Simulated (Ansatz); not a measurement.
# ClFH2OSeTi: one species, many methods

The task here is to estimate one member of a computed series from the others.

Program: Ansatz 0.2.0, Gaussian basis. Level of theory: functionals in def2-TZVPP, the program's frozen cores in correlated methods. These are calculated values, not measurements.

Plan: PBE-D4, r2SCAN-D4, PBE0-D4, B3LYP-D4, ωB97X-V, ωB97M-V, B2PLYP; CCSD(T)/def2-TZVPP; MP2/def2-QZVPP; extrapolation to the limit.

## The relaxed structure

All runs share one geometry, relaxed beforehand with PBE0-D4 in a triple-zeta def2 set.

SMILES `[OH][Ti]([F])([Cl])[SeH]`, 7 atoms, charge 0, spin multiplicity 1.

Atoms are counted from 1 here; the program's logs count them from 0.

Bond lengths: O1–Ti2 1.752 Å, O1–H6 0.958 Å, Ti2–F3 1.747 Å, Ti2–Cl4 2.195 Å, Ti2–Se5 2.412 Å, Se5–H7 1.473 Å. Angles: Ti2–O1–H6 145.3°, O1–Ti2–F3 113.1°, O1–Ti2–Cl4 111.6°, O1–Ti2–Se5 103.7°, F3–Ti2–Cl4 109.1°, F3–Ti2–Se5 108.9°, Cl4–Ti2–Se5 110.4°, Ti2–Se5–H7 89.4°.

Set-up of the first run:

in.yaml reads:

```yaml
crystal:
  periodic: [false, false, false]
  atoms:
    - {symbol: O, position_ang: [-1.691724, 0.456818, 0.011703]}
    - {symbol: Ti, position_ang: [-0.095441, -0.210478, -0.261979]}
    - {symbol: F, position_ang: [0.042325, -1.881614, 0.227693]}
    - {symbol: Cl, position_ang: [0.505682, -0.028137, -2.365236]}
    - {symbol: Se, position_ang: [1.334865, 1.133167, 1.140508]}
    - {symbol: H, position_ang: [-2.551223, 0.305556, 0.406557]}
    - {symbol: H, position_ang: [2.455517, 0.224697, 0.840764]}
basis:
  gaussian: {orbitals: def2-TZVPP}
hamiltonian: {xc: pbe, dispersion: d4}
output: {forces: true, orbitals: {seedname: orbitals}}
```

Started as:

```sh
$ ansatz run in.yaml --threads 2 --pin off --events-out ev --progress --plain --max-ram 32768MiB --backend cpu
```

Among the steps run: PBE-D4 (GGA); r2SCAN-D4 (meta-GGA); PBE0-D4 (hybrid); B3LYP-D4 (hybrid); ωB97X-V (range-separated); ωB97M-V (range-separated); B2PLYP (double hybrid).

One table of the session follows, with a row left open; its other results are not shown here.

It belongs to the step «Orbital energies across the functionals». 

```
functional  HOMO (eV)  LUMO (eV)  gap (eV)
    PBE-D4      -6.38      -3.63      2.74
 r2SCAN-D4      -6.66      -3.61      3.06
   PBE0-D4      -7.51      -2.78      4.73
  B3LYP-D4      -7.28      -3.01      4.26
   ωB97X-V      -9.71      -0.67      9.04
   ωB97M-V          ?          ?         ?
```

Estimate the missing values for ωB97M-V.

As computed: HOMO (eV): -9.58; LUMO (eV): -0.66; gap (eV): 8.92. In the column «HOMO (eV)» it lies between ωB97X-V (-9.71) and PBE0-D4 (-7.51).
